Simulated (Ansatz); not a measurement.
**CH₃AlF₂S: up Jacob's ladder to CCSD(T)**

An exercise on one series of results from a longer session: the logs are not shown, and one member is left open.

Method: functionals in def2-TZVPP, the program's frozen cores in correlated methods; program: Ansatz 0.2.0, Gaussian basis.

Levels to be run: LDA (SPW92), PBE-D4, revPBE-D4, BLYP-D4, r2SCAN-D4, B97M-V, PBE0-D4, B3LYP-D4, r2SCANh-D4, r2SCAN0-D4, HSE06-D4, BHLYP-D4, CAM-B3LYP-D4, LC-ωPBE, ωB97X-V, ωB97M-V, B2PLYP, PBE-QIDH; CCSD(T)/def2-SVP; CCSD(T)/def2-TZVPP; CCSD(T)/def2-QZVPP; extrapolation to the limit; RPA on PBE.

**The relaxed structure**

The geometry comes from an earlier relaxation with PBE0-D4 in a triple-zeta def2 set; it is a stationary point, not always the lowest conformer.

SMILES `C[S][Al]([F])[F]`, 8 atoms, charge 0, spin multiplicity 1.

Atoms are counted from 1 here; the program's logs count them from 0.

Bond lengths: C1–S2 1.828 Å, C1–H6 1.089 Å, C1–H7 1.089 Å, C1–H8 1.088 Å, S2–Al3 2.143 Å, Al3–F4 1.637 Å, Al3–F5 1.642 Å. Angles: S2–C1–H6 108.4°, S2–C1–H7 108.1°, S2–C1–H8 112.1°, H6–C1–H7 109.5°, H6–C1–H8 109.4°, H7–C1–H8 109.3°, C1–S2–Al3 100.8°, S2–Al3–F4 120.9°, S2–Al3–F5 120.3°, F4–Al3–F5 118.8°.

Set-up of the first run:

in.yaml

```yaml
crystal:
  periodic: [false, false, false]
  atoms:
    - {symbol: C, position_ang: [-0.685181, -0.190984, 1.173474]}
    - {symbol: S, position_ang: [0.485116, -1.211200, 0.207719]}
    - {symbol: Al, position_ang: [0.908146, 0.103348, -1.431667]}
    - {symbol: F, position_ang: [1.930358, -0.347135, -2.628219]}
    - {symbol: F, position_ang: [0.210071, 1.587676, -1.506263]}
    - {symbol: H, position_ang: [-1.638195, -0.714933, 1.221039]}
    - {symbol: H, position_ang: [-0.283000, -0.074990, 2.178411]}
    - {symbol: H, position_ang: [-0.835014, 0.791117, 0.729905]}
basis:
  gaussian: {orbitals: def2-TZVPP}
hamiltonian: {xc: lda}
output: {orbitals: {seedname: orbitals}}
```

Launch:

```bash
$ ansatz run in.yaml --threads 2 --pin off --events-out ev --progress --plain --max-ram 32768MiB --backend cpu
```

Steps of the session up to this table: LDA; PBE-D4 (GGA); revPBE-D4 (GGA); BLYP-D4 (GGA); r2SCAN-D4 (meta-GGA); B97M-V (meta-GGA); PBE0-D4 (hybrid); B3LYP-D4 (hybrid); r2SCANh-D4 (hybrid); r2SCAN0-D4 (hybrid); HSE06-D4 (hybrid); BHLYP-D4 (hybrid); CAM-B3LYP-D4 (range-separated); LC-ωPBE (range-separated); ωB97X-V (range-separated); ωB97M-V (range-separated); B2PLYP (double hybrid); PBE-QIDH (double hybrid).

One of the session's tables, all rows but one given; the rest of the session is left out.

It belongs to the step «Orbital energies across the functionals». 

| functional | HOMO (eV) | gap (eV) |
| --- | --- | --- |
| LDA (SPW92) | -6.56 | 4.47 |
| PBE-D4 | -6.42 | 4.62 |
| revPBE-D4 | -6.37 | 4.72 |
| BLYP-D4 | -6.26 | 4.50 |
| r2SCAN-D4 | -6.68 | 5.34 |
| B97M-V | -6.75 | 5.16 |
| PBE0-D4 | -7.64 | 6.70 |
| B3LYP-D4 | -7.39 | 6.14 |
| r2SCANh-D4 | -7.13 | 6.06 |
| r2SCAN0-D4 | -7.80 | 7.13 |
| HSE06-D4 | -7.24 | 5.92 |
| BHLYP-D4 | -8.70 | 8.50 |
| CAM-B3LYP-D4 | -8.95 | 8.87 |
| LC-ωPBE | ? | ? |
| ωB97X-V | -9.97 | 11.01 |
| ωB97M-V | -9.80 | 10.51 |

**Question.** Estimate the row for LC-ωPBE.

The run gave: HOMO (eV): -10.33; gap (eV): 11.57. In the column «HOMO (eV)» it is the lowest.
